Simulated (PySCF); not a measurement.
# CH7FGe2: the cost of one run

The runs use PySCF 2.14.0, with density-fitted response routines of our own; the level of theory stands in each step. All values are computed, except where a source is named. Atoms are numbered from 0 throughout.

## (1) Starting geometry

11 atoms, charge 0, multiplicity 1; geometry from: GFN2-xTB. The atoms were then displaced at random by about 0.01 Å, so the start is not that level's minimum.

Bonds of the start (Å): F0–C1 1.42, C1–Ge2 1.97, C1–Ge3 1.95, C1–H4 1.10, Ge2–H5 1.50, Ge2–H6 1.51, Ge2–H7 1.51, Ge3–H8 1.51, Ge3–H9 1.49, Ge3–H10 1.53.

## (2) Optimising the geometry at PBE0-D3(BJ)/def2-SVP

Job settings and geometry (Å):

```
{"job": {"xc": "PBE0", "basis": "def2-SVP", "d3": "d3bj", "grid": 1, "shake": 0.01, "kind": "geom"}, "charge": 0, "multiplicity": 1}
F     -0.043520    -1.858590     0.525270
C     -0.099070    -0.707360    -0.306330
Ge     1.669930     0.143590    -0.173590
Ge    -1.598700     0.395970     0.285740
H     -0.262360    -1.088830    -1.327690
H      1.795490     1.281120    -1.139410
H      1.912560     0.666560     1.216960
H      2.756750    -0.868660    -0.468210
H     -1.384850     0.924310     1.682910
H     -1.836530     1.542150    -0.632540
H     -2.871590    -0.456100     0.321230
```

Command:

```console
OMP_NUM_THREADS=1 python probes_run.py task.json out
```

The driver reads the jobs from task.json and runs them one after another.

Q: Estimate the wall time and peak memory of this first job on 1 thread of Arm Neoverse V1, shared host.

About 74 s, with a peak of 0.53 GiB.
